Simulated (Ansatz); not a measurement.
**CH3BrSn: a ladder of functionals and wavefunction methods**

Aim: compute CH3BrSn with functionals from several rungs and with coupled cluster. The yardstick is the atomisation energy at the CCSD(T) limit.

Method: functionals in def2-TZVPP, the program's frozen cores in correlated methods; program: Ansatz 0.2.0, Gaussian basis.

Levels to be run: LDA (SPW92), PBE-D4, revPBE-D4, BLYP-D4, r2SCAN-D4, B97M-V, PBE0-D4, B3LYP-D4, r2SCANh-D4, r2SCAN0-D4, HSE06-D4, BHLYP-D4, CAM-B3LYP-D4, LC-ωPBE, ωB97X-V, ωB97M-V, B2PLYP, PBE-QIDH; CCSD(T)/def2-SVP; CCSD(T)/def2-TZVPP; MP2/def2-QZVPP; extrapolation to the limit; RPA on PBE.

## Step 1: Structure used throughout

All runs share one geometry, relaxed beforehand with PBE0-D4 in a triple-zeta def2 set. Sn takes the def2 core potential; no spin-orbit term is included.

SMILES `[CH3][Sn][Br]`, 6 atoms, charge 0, spin multiplicity 1.

Atoms are counted from 1 here; the program's logs count them from 0.

Bond lengths: C1–Sn2 2.178 Å, C1–H4 1.093 Å, C1–H5 1.094 Å, C1–H6 1.092 Å, Sn2–Br3 2.536 Å. Angles: Sn2–C1–H4 109.3°, Sn2–C1–H5 109.2°, Sn2–C1–H6 111.9°, H4–C1–H5 107.5°, H4–C1–H6 109.5°, H5–C1–H6 109.4°, C1–Sn2–Br3 94.1°.

As a file:

```
C    -0.41951    0.47177   -0.31595
Sn    0.25522   -0.26172    1.62115
Br    1.77656   -2.03117    0.62702
H    -0.87025   -0.35100   -0.87753
H     0.44376    0.82544   -0.88663
H    -1.14358    1.28268   -0.21426
```

## Step 2: LDA

This LDA is Slater exchange with PW92 correlation.

Input file in.yaml:

```yaml
crystal:
  periodic: [false, false, false]
  atoms:
    - {symbol: C, position_ang: [-0.419509, 0.471768, -0.315946]}
    - {symbol: Sn, position_ang: [0.255224, -0.261718, 1.621147]}
    - {symbol: Br, position_ang: [1.776560, -2.031169, 0.627021]}
    - {symbol: H, position_ang: [-0.870251, -0.350999, -0.877527]}
    - {symbol: H, position_ang: [0.443760, 0.825443, -0.886631]}
    - {symbol: H, position_ang: [-1.143583, 1.282677, -0.214263]}
basis:
  gaussian: {orbitals: def2-TZVPP}
hamiltonian: {xc: lda}
output: {orbitals: {seedname: orbitals}}
```

After this run come: PBE-D4 (GGA); revPBE-D4 (GGA); BLYP-D4 (GGA); r2SCAN-D4 (meta-GGA); B97M-V (meta-GGA); PBE0-D4 (hybrid); B3LYP-D4 (hybrid); r2SCANh-D4 (hybrid); r2SCAN0-D4 (hybrid); HSE06-D4 (hybrid); BHLYP-D4 (hybrid); CAM-B3LYP-D4 (range-separated); LC-ωPBE-D4 (range-separated); ωB97X-V (range-separated); ωB97M-V (range-separated); B2PLYP (double hybrid); PBE-QIDH (double hybrid); CCSD(T) in def2-SVP; CCSD(T) in def2-TZVPP; MP2 in def2-QZVPP; RPA on PBE orbitals.

Q: Predict the results of all the runs planned. Wanted: atomisation energy, CCSD(T)/CBS; farthest beyond LDA; mean size of error, GGA; mean size of error, meta-GGA; mean size of error, hybrid; mean size of error, range-separated; mean size of error, double hybrid; gap, smallest and largest; T1 diagnostic.

**Answer**, as computed:

```
                               quantity                                                            value
        atomisation energy, CCSD(T)/CBS                                                        19.743 eV
    functionals within 0.197 eV (1.0 %)  PBE-D4, r2SCAN-D4, B97M-V, PBE0-D4, B3LYP-D4, HSE06-D4, ωB97X-V
                    farthest beyond LDA                                             BHLYP-D4 (-0.676 eV)
                mean size of error, GGA                                                         0.232 eV
           mean size of error, meta-GGA                                                         0.096 eV
             mean size of error, hybrid                                                         0.314 eV
    mean size of error, range-separated                                                         0.320 eV
      mean size of error, double hybrid                                                         0.397 eV
              gap, smallest and largest                             2.09 eV (BLYP-D4), 8.30 eV (LC-ωPBE)
                          T1 diagnostic                                                           0.0120
triples share of the correlation energy                                                            3.3 %
```

In words: LDA overbinds by 2.481 eV (13 %). PBE-D4 misses by +0.139 eV. Double hybrids carry the basis error of their MP2 part in triple zeta, and no dispersion term here, so their miss is partly the set-up's. Taken by rung, meta-GGA functionals do best (0.096 eV on average) and double hybrid ones worst beyond LDA (0.397 eV). Misses under about 0.197 eV are within the doubt on the reference itself, which lacks core-valence correlation, spin-orbit coupling and higher excitations, and its outer-core shells are covered unevenly. All levels share the lack of spin-orbit coupling, which lowers the free heavy atoms and so the true binding. Hartree-Fock recovers 72 % of the binding; the rest is correlation. CCSD(T) in def2-SVP is off by -1.506 eV, more than most functionals: a good method in a small basis is no reference. The gap grows from 2.1 to 8.3 eV across the functionals, mostly with the share of exact exchange. Correlated methods include outer-core shells of Br, Sn, which these sets cover unevenly.
